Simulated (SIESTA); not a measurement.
## HfMo in SIESTA: the effect of functional

The system is HfMo.

```
Hf Mo
1.0
     1.67120   -2.47247    0.00000
     1.67120    2.47247    0.00000
     0.00000    0.00000    4.44701
Hf Mo
1 1
Direct
  0.00000 0.00000 0.00000
  0.50000 0.50000 0.50000
```

The cell comes from a database or a generator and needn't be the stable form of this composition.

Alike in all runs:

- Program: SIESTA 5.4.2
- Task: single point
- Potentials or basis: PseudoDojo 0.4 standard (PBE files)
- Basis: DZP (energy shift 0.003 Ry; two zetas on semicore shells)
- Grid cutoff: 800 Ry
- Energy shift: 0.003 Ry
- k mesh: 10 × 10 × 6
- Occupations: fermi-dirac, width 0.05 eV
- Spin: no spin polarisation

```csv
functional,pressure (GPa)
PBE,1.6
vdW-DF,?
vdW-DF2,10.2
optB88-vdW,0.1
vdW-DF-C09,-4.6
vdW-DF-cx,-3.9
VV10,3.5
```

What does the run with functional vdW-DF give?

Pressure 5.8 GPa.

Caveats: short orbitals over semicore shells can move pressures by several GPa; the basis of atomic orbitals isn't converged, which shifts pressures, moduli and gaps; the potentials were made for another functional, which shifts forces and pressure (some runs); the non-local part is tabulated coarsely and may be off by about a percent (some runs).
